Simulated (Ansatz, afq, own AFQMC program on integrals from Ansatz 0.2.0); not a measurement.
# The tungsten atom (septet): AFQMC on the coupled-cluster ladder, def2-TZVPP

How near does AFQMC come to the top of the ladder for the tungsten atom (septet)?

Program: Ansatz 0.2.0, Gaussian basis, and an in-house AFQMC program (afq) on its integrals; all values are calculated. Level of theory: def2-TZVPP, frozen cores. These are calculated values, not measurements.

The runs, in order: PBE (unrestricted); CCSD(T) on UHF; r2SCAN (unrestricted); PBE0 (unrestricted); B3LYP (unrestricted); CCSDT(Q) on UHF; wB97M-V (unrestricted); B2PLYP (unrestricted); Phaseless AFQMC, CISD trial on UHF; Phaseless AFQMC, single-determinant trial on UHF.

17 further runs of the same task are left out: 2 for a known fault of the program, 8 that didn't finish, 7 set aside as unsound or not needed.

## 1. The atom

A free atom, in its lowest state of this spin that the program finds. No spin-orbit coupling is included. Elements past krypton take def2 core potentials.

1 atom, charge 0, spin multiplicity 7.

## 2. PBE (unrestricted)

Input file in.yaml:

```yaml
crystal:
  periodic: [false, false, false]
  atoms:
    - {symbol: W, position_ang: [0.000000, 0.000000, 0.000000]}
basis:
  gaussian: {orbitals: def2-TZVPP}
magnetization: {spin_polarized: true, initial_magnetization: 6}
hamiltonian: {xc: {name: PBE}}
output: {orbitals: {seedname: orbitals}}
```

Started as:

```sh
$ ansatz run in.yaml --threads 1 --pin off --events-out ev --progress --plain --max-ram 5120MiB --backend cpu
```

What it wrote:

```text
Functional definition: PBE
  name "PBE"
  cite "Perdew, Burke & Ernzerhof, Phys. Rev. Lett. 77, 3865 (1996) doi:10.1103/PhysRevLett.77.3865"
  parent pbe
  parameter kappa = 0.804
  parameter beta = 0.06672455060314922
  exchange = pbe_x(kappa = kappa, mu = beta*pi^2/3)
  correlation = pbe_c(beta = beta)
335 factors; their error is unknown
mean field evaluation 1: about -1820.9213 eV, gradient 1.7e1 eV
mean field evaluation 2: about -1819.7504 eV, gradient 2.2e1 eV
mean field evaluation 4: about -1822.4044 eV, gradient 9.9e-2 eV
mean field evaluation 8: about -1822.4015 eV, gradient 3.9e-5 eV
mean field -1822.40151326 eV, -66.9720203440 hartree, gradient 3.9e-5 eV, S^2 12.000734; 0 other end points of the search recorded, 0 dependent functions left out
reference -1822.40154605 eV, -66.9720215493 hartree; 10, 4 occupied and 46, 52 virtual orbitals, 335 factors
Total energy: -1822.40154605 eV, -66.9720215493 hartree
```

Wall time 0.69 s (1 thread, shared host); peak memory 1.6 GiB.

From the report: ⟨S²⟩ of the determinant 12.001 (pure septet: 12.00).

## 3. CCSD(T) on UHF

Edit in.yaml of step 2 so:

```diff
@@ -7,3 +7,2 @@
 magnetization: {spin_polarized: true, initial_magnetization: 6}
-hamiltonian: {xc: {name: PBE}}
-output: {orbitals: {seedname: orbitals}}
+correlation: {method: ccsd_t, electrons: outside_noble_gas, hamiltonian_folder: ham}
```

Started as:

```sh
$ ansatz run in.yaml --threads 1 --pin off --events-out ev --progress --plain --max-ram 15360MiB --backend cuda --devices 0, --max-vram 18GiB
```

What it wrote:

```text
Functional definition: HF
  name "HF"
  cite "Fock, Z. Phys. 61, 126 (1930) doi:10.1007/BF01340294"
  parent pbe
  exchange = exact_x
  correlation = 0
367 factors; integrals over basis functions are off by at most 2.1e-4 eV
mean field evaluation 1: about -1805.3559 eV, gradient 9.9e0 eV
mean field evaluation 2: about -1805.3579 eV, gradient 9.9e0 eV
mean field evaluation 4: about -1805.7558 eV, gradient 4.6e-1 eV
mean field evaluation 8: about -1805.7604 eV, gradient 5.9e-4 eV
mean field evaluation 16: about -1805.7604 eV, gradient 3.8e-6 eV
mean field evaluation 32: about -1803.4328 eV, gradient 2.9e-1 eV
mean field -1805.76035349 eV, -66.3604690024 hartree, gradient 3.8e-6 eV, S^2 12.005685; 1 other end points of the search recorded, 0 dependent functions left out
determinant -1805.76035349 eV, -66.3604690024 hartree, with singles and doubles -1808.03481886 eV, -66.4440540630 hartree
determinant -1803.43312091 eV, -66.2749447827 hartree, with singles and doubles -1805.12944552 eV, -66.3372835623 hartree
4 core orbitals not correlated: weight in the atoms' cores, before any rotation towards them, 0.999 or more for the frozen orbitals, at most 0.000 for the correlated occupied ones
reference -1805.76035349 eV, -66.3604690024 hartree; 6, 0 occupied and 46, 52 virtual orbitals, 367 factors
second order -2.02391467 eV of doubles, -0.00000000 eV of singles
cycle   1  -2.25047343 eV  change   -1.9e-1 eV  update   9.5e-3
cycle   2  -2.25194861 eV  change   -1.5e-3 eV  update   2.5e-3
cycle   3  -2.25286983 eV  change   -9.2e-4 eV  update   5.8e-4
cycle   4  -2.25306653 eV  change   -2.0e-4 eV  update   1.5e-4
cycle   5  -2.25306612 eV  change    4.2e-7 eV  update   3.0e-5
cycle   6  -2.25307229 eV  change   -6.2e-6 eV  update   7.4e-6
perturbative correction -0.06119112 eV, -0.0022487320 hartree
Total energy: -1808.07461689 eV, -66.4455166138 hartree
```

It took 1.7 s on 1 × H100 (card shared with other runs) with 1 thread, shared host; peak host memory 1.6 GiB.

From the report: ⟨S²⟩ of the determinant 12.006 (pure septet: 12.00); correlation -2.3143 eV; T1 0.007; largest double amplitude 0.03.

This run also writes the integrals to the folder ham.

## 4. r2SCAN (unrestricted)

Edit in.yaml of step 3 so:

```diff
@@ -7,2 +7,2 @@
 magnetization: {spin_polarized: true, initial_magnetization: 6}
-correlation: {method: ccsd_t, electrons: outside_noble_gas, hamiltonian_folder: ham}
+hamiltonian: {xc: {name: r2SCAN}}
```

Started as:

```sh
$ ansatz run in.yaml --threads 1 --pin off --events-out ev --progress --plain --max-ram 5120MiB --backend cpu
```

What it wrote:

```text
Functional definition: r2SCAN
  name "r2SCAN"
  cite "Furness, Kaplan, Ning, Perdew & Sun, J. Phys. Chem. Lett. 11, 8208 (2020) doi:10.1021/acs.jpclett.0c02405"
  cite "Furness, Kaplan, Ning, Perdew & Sun, J. Phys. Chem. Lett. 11, 9248 (2020) doi:10.1021/acs.jpclett.0c03077"
  parent r2scan
  parameter k0 = 0.174
  parameter k1 = 0.065
  parameter a1 = 4.9479
  exchange = r2scan_x(k0 = k0, k1 = k1, a1 = a1)
  correlation = r2scan_c
335 factors; their error is unknown
mean field evaluation 1: about -1821.5642 eV, gradient 1.6e1 eV
mean field evaluation 2: about -1821.2967 eV, gradient 1.7e1 eV
mean field evaluation 4: about -1822.8311 eV, gradient 9.2e-2 eV
mean field evaluation 8: about -1822.8296 eV, gradient 2.8e-4 eV
mean field -1822.82963473 eV, -66.9877535180 hartree, gradient 1.3e-5 eV, S^2 12.002023; 0 other end points of the search recorded, 0 dependent functions left out
reference -1822.82964858 eV, -66.9877540271 hartree; 10, 4 occupied and 46, 52 virtual orbitals, 335 factors
Total energy: -1822.82964858 eV, -66.9877540271 hartree
```

Run time: 1.3 s. Hardware: 1 thread, shared host; peak memory 1.6 GiB.

From the report: ⟨S²⟩ of the determinant 12.002 (pure septet: 12.00).

## 5. PBE0 (unrestricted)

Edit in.yaml of step 4 so:

```diff
@@ -7,2 +7,3 @@
 magnetization: {spin_polarized: true, initial_magnetization: 6}
-hamiltonian: {xc: {name: r2SCAN}}
+hamiltonian: {xc: {name: PBE0}}
+output: {orbitals: {seedname: orbitals}}
```

Same command.

What it wrote:

```text
Functional definition: PBE0
  name "PBE0"
  cite "Adamo & Barone, J. Chem. Phys. 110, 6158 (1999) doi:10.1063/1.478522"
  cite "Perdew, Burke & Ernzerhof, Phys. Rev. Lett. 77, 3865 (1996) doi:10.1103/PhysRevLett.77.3865"
  parent pbe
  parameter a = 0.25
  parameter kappa = 0.804
  parameter beta = 0.06672455060314922
  exchange = (1 - a)*pbe_x(kappa = kappa, mu = beta*pi^2/3) + a*exact_x
  correlation = pbe_c(beta = beta)
400 factors; their error is unknown
mean field evaluation 1: about -1820.3846 eV, gradient 1.4e1 eV
mean field evaluation 2: about -1820.5568 eV, gradient 1.3e1 eV
mean field evaluation 4: about -1821.4021 eV, gradient 2.2e-2 eV
mean field evaluation 8: about -1821.4106 eV, gradient 6.3e-5 eV
mean field -1821.41064143 eV, -66.9356064760 hartree, gradient 6.3e-5 eV, S^2 12.001413; 0 other end points of the search recorded, 0 dependent functions left out
reference -1821.41066602 eV, -66.9356073797 hartree; 10, 4 occupied and 46, 52 virtual orbitals, 400 factors
Total energy: -1821.41066602 eV, -66.9356073797 hartree
```

Run time: 0.63 s. Hardware: 1 thread, shared host; peak memory 1.6 GiB.

From the report: ⟨S²⟩ of the determinant 12.001 (pure septet: 12.00).

## 6. B3LYP (unrestricted)

Edit in.yaml of step 5 so:

```diff
@@ -7,3 +7,2 @@
 magnetization: {spin_polarized: true, initial_magnetization: 6}
-hamiltonian: {xc: {name: PBE0}}
-output: {orbitals: {seedname: orbitals}}
+hamiltonian: {xc: {name: B3LYP}}
```

The command is unchanged.

What it wrote:

```text
Functional definition: B3LYP
  name "B3LYP"
  cite "Stephens, Devlin, Chabalowski & Frisch, J. Phys. Chem. 98, 11623 (1994) doi:10.1021/j100096a001"
  cite "Becke, Phys. Rev. A 38, 3098 (1988) doi:10.1103/PhysRevA.38.3098"
  cite "Lee, Yang & Parr, Phys. Rev. B 37, 785 (1988) doi:10.1103/PhysRevB.37.785"
  cite "Vosko, Wilk & Nusair, Can. J. Phys. 58, 1200 (1980) doi:10.1139/p80-159"
  parameter a0 = 0.2
  parameter ax = 0.72
  parameter ac = 0.81
  exchange = (1 - a0 - ax)*slater_x + ax*b88_x + a0*exact_x
  correlation = (1 - ac)*vwn_rpa_c + ac*lyp_c
380 factors; their error is unknown
mean field evaluation 1: about -1820.6688 eV, gradient 1.5e1 eV
mean field evaluation 2: about -1820.6234 eV, gradient 1.6e1 eV
mean field evaluation 4: about -1821.8411 eV, gradient 4.9e-2 eV
mean field evaluation 8: about -1821.8473 eV, gradient 2.2e-4 eV
mean field -1821.84734741 eV, -66.9516551247 hartree, gradient 6.9e-6 eV, S^2 12.000543; 0 other end points of the search recorded, 0 dependent functions left out
reference -1821.84751612 eV, -66.9516613249 hartree; 10, 4 occupied and 46, 52 virtual orbitals, 380 factors
Total energy: -1821.84751612 eV, -66.9516613249 hartree
```

It took 0.85 s on 1 thread, shared host; peak memory 1.6 GiB.

From the report: ⟨S²⟩ of the determinant 12.001 (pure septet: 12.00).

## 7. CCSDT(Q) on UHF

Edit in.yaml of step 6 so:

```diff
@@ -7,2 +7,2 @@
 magnetization: {spin_polarized: true, initial_magnetization: 6}
-hamiltonian: {xc: {name: B3LYP}}
+correlation: {method: ccsdt_q, electrons: outside_noble_gas}
```

Started as:

```sh
$ ansatz run in.yaml --threads 1 --pin off --events-out ev --progress --plain --max-ram 15360MiB --backend cuda --devices 0, --max-vram 18GiB
```

What it wrote:

```text
Functional definition: HF
  name "HF"
  cite "Fock, Z. Phys. 61, 126 (1930) doi:10.1007/BF01340294"
  parent pbe
  exchange = exact_x
  correlation = 0
588 factors; integrals over basis functions are off by at most 6.9e-8 eV
mean field evaluation 1: about -1805.3559 eV, gradient 9.9e0 eV
mean field evaluation 2: about -1805.3579 eV, gradient 9.9e0 eV
mean field evaluation 4: about -1805.7558 eV, gradient 4.6e-1 eV
mean field evaluation 8: about -1805.7604 eV, gradient 5.9e-4 eV
mean field evaluation 16: about -1805.7604 eV, gradient 3.8e-6 eV
mean field evaluation 32: about -1803.4328 eV, gradient 2.9e-1 eV
mean field -1805.76035351 eV, -66.3604690031 hartree, gradient 3.8e-6 eV, S^2 12.005685; 1 other end points of the search recorded, 0 dependent functions left out
determinant -1805.76035351 eV, -66.3604690031 hartree, with singles and doubles -1808.03481039 eV, -66.4440537520 hartree
determinant -1803.43312049 eV, -66.2749447671 hartree, with singles and doubles -1805.12943916 eV, -66.3372833283 hartree
4 core orbitals not correlated: weight in the atoms' cores, before any rotation towards them, 0.999 or more for the frozen orbitals, at most 0.000 for the correlated occupied ones
reference -1805.76035351 eV, -66.3604690031 hartree; 6, 0 occupied and 46, 52 virtual orbitals, 588 factors
second order -2.02390506 eV of doubles, -0.00000000 eV of singles
cycle   1  -2.21179660 eV  change   -1.9e-1 eV  update   3.6e-2
cycle   2  -2.34145681 eV  change   -1.3e-1 eV  update   1.7e-2
cycle   3  -2.32207794 eV  change    1.9e-2 eV  update   4.8e-3
cycle   4  -2.32133103 eV  change    7.5e-4 eV  update   2.3e-3
cycle   5  -2.32381746 eV  change   -2.5e-3 eV  update   4.7e-4
cycle   6  -2.32344753 eV  change    3.7e-4 eV  update   1.0e-4
cycle   7  -2.32357511 eV  change   -1.3e-4 eV  update   2.2e-5
cycle   8  -2.32356499 eV  change    1.0e-5 eV  update   2.7e-6
cycle   9  -2.32356680 eV  change   -1.8e-6 eV  update   4.2e-7
cycle  10  -2.32356740 eV  change   -6.0e-7 eV  update   9.3e-8
perturbative correction -0.00123832 eV, -0.0000455074 hartree
Total energy: -1808.08515923 eV, -66.4459040375 hartree
```

It took 1.9 s on 1 × H100 (card shared with other runs) with 1 thread, shared host; peak host memory 1.6 GiB.

From the report: ⟨S²⟩ of the determinant 12.006 (pure septet: 12.00); correlation -2.3248 eV; T1 0.007; largest double amplitude 0.04.

## 8. wB97M-V (unrestricted)

Edit in.yaml of step 7 so:

```diff
@@ -7,2 +7,3 @@
 magnetization: {spin_polarized: true, initial_magnetization: 6}
-correlation: {method: ccsdt_q, electrons: outside_noble_gas}
+hamiltonian: {xc: {name: wB97M-V}}
+output: {orbitals: {seedname: orbitals}}
```

Started as:

```sh
$ ansatz run in.yaml --threads 1 --pin off --events-out ev --progress --plain --max-ram 5120MiB --backend cpu
```

What it wrote:

```text
Functional definition: wB97M-V
  name "wB97M-V"
  cite "Mardirossian & Head-Gordon, J. Chem. Phys. 144, 214110 (2016) doi:10.1063/1.4952647"
  cite "Becke, J. Chem. Phys. 107, 8554 (1997) doi:10.1063/1.475007"
  cite "Vydrov & Van Voorhis, J. Chem. Phys. 133, 244103 (2010) doi:10.1063/1.3521275"
  # Of w^i u^j: cxij and so on, Table III.
  parameter omega = 0.3/bohr
  parameter cx = 0.15
  parameter cx01 = 1.007
  parameter cx10 = 0.259
  parameter css00 = 0.443
  parameter css04 = -1.437
  parameter css10 = -4.535
  parameter css20 = -3.390
  parameter css43 = 4.278
  parameter cos00 = 1.000
  parameter cos10 = 1.358
  parameter cos20 = 2.924
  parameter cos21 = -8.812
  parameter cos60 = -1.390
  parameter cos61 = 9.142
  parameter b = 6.0
  parameter c = 0.01
  gx(w, u) = 1 - cx + cx01*u + cx10*w
  gss(w, u) = css00 + css04*u^4 + css10*w + css20*w^2 + css43*w^4*u^3
  gos(w, u) = cos00 + cos10*w + (cos20 + cos21*u)*w^2 + (cos60 + cos61*u)*w^6
  exchange = spin_sum(e_x_unif_sr(omega)*gx(b97_w, b97_u_x)) + cx*exact_x_sr(omega) + exact_x_lr(omega)
  correlation = spin_sum(e_c_pw_mod_same_spin*gss(b97_w, b97_u_same))
      + integral(e_c_pw_mod_opposite_spin*gos(b97_w_opposite, b97_u_opposite)) + vv10(b, c)
340 factors; their error is unknown
75 factors; integrals over basis functions are off by at most 4.3e-5 eV
mean field evaluation 1: about -1818.2280 eV, gradient 1.2e1 eV
mean field evaluation 2: about -1818.7117 eV, gradient 7.0e0 eV
mean field evaluation 4: about -1818.8976 eV, gradient 2.9e-2 eV
mean field evaluation 8: about -1818.9011 eV, gradient 1.1e-3 eV
mean field -1818.90107669 eV, -66.8433816728 hartree, gradient 8.9e-5 eV, S^2 12.002366; 0 other end points of the search recorded, 0 dependent functions left out
reference -1818.90110653 eV, -66.8433827696 hartree; 10, 4 occupied and 46, 52 virtual orbitals, 340 factors
Total energy: -1818.90110653 eV, -66.8433827696 hartree
```

It took 2.4 s on 1 thread, shared host; peak memory 1.6 GiB.

From the report: ⟨S²⟩ of the determinant 12.002 (pure septet: 12.00).

## 9. B2PLYP (unrestricted)

Edit in.yaml of step 8 so:

```diff
@@ -7,3 +7,3 @@
 magnetization: {spin_polarized: true, initial_magnetization: 6}
-hamiltonian: {xc: {name: wB97M-V}}
-output: {orbitals: {seedname: orbitals}}
+hamiltonian: {xc: {name: B2PLYP}}
+correlation: {electrons: outside_noble_gas}
```

Launched as before.

What it wrote:

```text
Functional definition: B2PLYP
  name "B2PLYP"
  cite "Grimme, J. Chem. Phys. 124, 034108 (2006) doi:10.1063/1.2148954"
  cite "Becke, Phys. Rev. A 38, 3098 (1988) doi:10.1103/PhysRevA.38.3098"
  cite "Lee, Yang & Parr, Phys. Rev. B 37, 785 (1988) doi:10.1103/PhysRevB.37.785"
  parameter a = 0.53
  parameter c = 0.27
  exchange = (1 - a)*b88_x + a*exact_x
  correlation = (1 - c)*lyp_c + c*(mp2_os + mp2_ss)
367 factors; integrals over basis functions are off by at most 2.1e-4 eV
mean field evaluation 1: about -1814.5012 eV, gradient 1.3e1 eV
mean field evaluation 2: about -1814.5035 eV, gradient 1.2e1 eV
mean field evaluation 4: about -1815.2147 eV, gradient 1.6e-1 eV
mean field evaluation 8: about -1815.2163 eV, gradient 5.4e-3 eV
mean field -1815.21630259 eV, -66.7079687223 hartree, gradient 2.1e-6 eV, S^2 12.001665; 0 other end points of the search recorded, 0 dependent functions left out
4 core orbitals not correlated: weight in the atoms' cores, before any rotation towards them, 1.000 or more for the frozen orbitals, at most 0.000 for the correlated occupied ones
reference -1815.21641034 eV, -66.7079726821 hartree; 6, 0 occupied and 46, 52 virtual orbitals, 367 factors
second order -2.43152691 eV of doubles, -0.00000000 eV of singles
Total energy: -1815.87292260 eV, -66.7320990628 hartree
```

Wall time 1 s (1 thread, shared host); peak memory 1.6 GiB.

From the report: ⟨S²⟩ of the determinant 12.002 (pure septet: 12.00).

## 10. Phaseless AFQMC, CISD trial on UHF

It reads the integrals that the CCSD(T) run on this determinant wrote.

Started as:

```sh
$ afq ham --method phaseless --trial cisd --walkers 4000 --populations 20 --least-time 60 --time-step 0.005 --steps-per-block 50 --equilibration-blocks 40 --max-blocks 4000 --target-error 0.00015 --factor-cut 1e-05 --start spin_pure --seed 2454 --release-times 0.24,0.5,1,1.5 --release-step 0.02 --release-every 3 --taylor-order 6
```

What it wrote:

```text
orbitals 52  electrons 6 0  factors 367 of 367
reference energy -66.36046900 Eh
CCSD correlation -0.08279888 Eh in 7 cycles, weight of the determinant in the CISD state 0.9559
Error: RuntimeError
```

It took 2.8 s on 1 × H100 (card shared with other runs) with 2 threads, shared host.

No energy. The run doesn't count as converged.

## 11. Phaseless AFQMC, single-determinant trial on UHF

It reads the integrals that the CCSD(T) run on this determinant wrote.

Started as:

```sh
$ afq ham --method phaseless --trial hf --walkers 4000 --populations 20 --least-time 40 --time-step 0.005 --steps-per-block 20 --equilibration-blocks 160 --max-blocks 4000 --target-error 0.0007499999999999999 --factor-cut 1e-05 --start spin_pure --seed 4914 --taylor-order 6
```

What it wrote:

```text
orbitals 52  electrons 6 0  factors 367 of 367
reference energy -66.36046900 Eh
CCSD correlation -0.08279888 Eh in 7 cycles, weight of the determinant in the CISD state 0.9559
energy of the start -66.360469 Eh
 block  time / (1/Eh)  mean weight  energy / Eh
     1     0.100  1.0003  -66.379051
     2     0.200  1.0005  -66.392636
     3     0.300  1.0007  -66.402823
     4     0.400  1.0004  -66.409890
     5     0.500  1.0002  -66.415256
     6     0.600  1.0002  -66.419389
     7     0.700  1.0004  -66.424545
     8     0.800  1.0003  -66.426709
     9     0.900  1.0003  -66.429258
    10     1.000  1.0001  -66.430733
    13     1.300  1.0002  -66.433743
    19     1.900  1.0001  -66.439929
    25     2.500  0.9999  -66.443166
    31     3.100  0.9999  -66.444542
    37     3.700  1.0000  -66.441957
    43     4.300  1.0001  -66.443945
    49     4.900  1.0000  -66.444019
    55     5.500  1.0001  -66.445857
    61     6.100  0.9999  -66.443077
    67     6.700  0.9997  -66.444037
    73     7.300  1.0000  -66.442590
    79     7.900  0.9997  -66.441381
    85     8.500  0.9997  -66.442188
    91     9.100  0.9999  -66.443924
    97     9.700  0.9999  -66.442566
   103    10.300  0.9993  -66.442126
   109    10.900  1.0003  -66.443168
   115    11.500  1.0000  -66.442512
   121    12.100  1.0001  -66.440916
   127    12.700  1.0001  -66.443203
   133    13.300  0.9996  -66.443240
   139    13.900  0.9996  -66.440946
   145    14.500  0.9999  -66.442365
   151    15.100  1.0000  -66.442703
   157    15.700  0.9999  -66.443272
   163    16.300  0.9999  -66.443197
   169    16.900  1.0000  -66.439133
   175    17.500  1.0000  -66.443188
   181    18.100  0.9997  -66.443894
   187    18.700  1.0002  -66.440711
   193    19.300  1.0001  -66.442469
   199    19.900  0.9998  -66.441757
   205    20.500  1.0004  -66.442542
   211    21.100  1.0001  -66.440923
   217    21.700  0.9996  -66.439745
   223    22.300  1.0000  -66.439756
   229    22.900  0.9997  -66.440959
   235    23.500  1.0001  -66.442165
error from the spread of 20 populations
energy -66.441589 +/- 0.000498 Eh
```

It took 19 s on 1 × H100 (card shared with other runs) with 2 threads, shared host.

Energy -1807.9677 ± 0.0136 eV. Caveats: constraint bias not in the error.

## 12. AFQMC on the ladder

On the UHF determinant, counted from CCSDT(Q) (a yardstick, not exact):

| level | energy (eV) | from CCSDT(Q) (kcal/mol) | statistical error (kcal/mol) | time |
| --- | --- | --- | --- | --- |
| HF | -1805.7604 | +53.61 |  |  |
| MP2 | -1807.7843 | +6.94 |  |  |
| CCSD | -1808.0134 | +1.65 |  |  |
| CCSD(T) | -1808.0746 | +0.24 |  |  |
| CCSDT(Q) | -1808.0852 | 0.00 |  |  |
| Phaseless AFQMC, single-determinant trial, step 0.005, 4000 walkers | -1807.9677 | +2.71 | 0.31 | 19 s |

The functionals' totals stand on their own zeros and serve differences with other points: PBE -1822.402 eV; r2SCAN -1822.830 eV; PBE0 -1821.411 eV; B3LYP -1821.848 eV; wB97M-V -1818.901 eV; B2PLYP -1815.873 eV.

## 13. Outcome

```
                                                      quantity                  value
                                  CCSD(T) on UHF from CCSDT(Q)         +0.24 kcal/mol
Phaseless AFQMC, single-determinant trial on UHF from CCSDT(Q)  +2.71 ± 0.31 kcal/mol
```

In words: Error bars are statistical and leave out the constraint, the time step and what remains of the start. W carries a core potential, and spin-orbit coupling is left out.
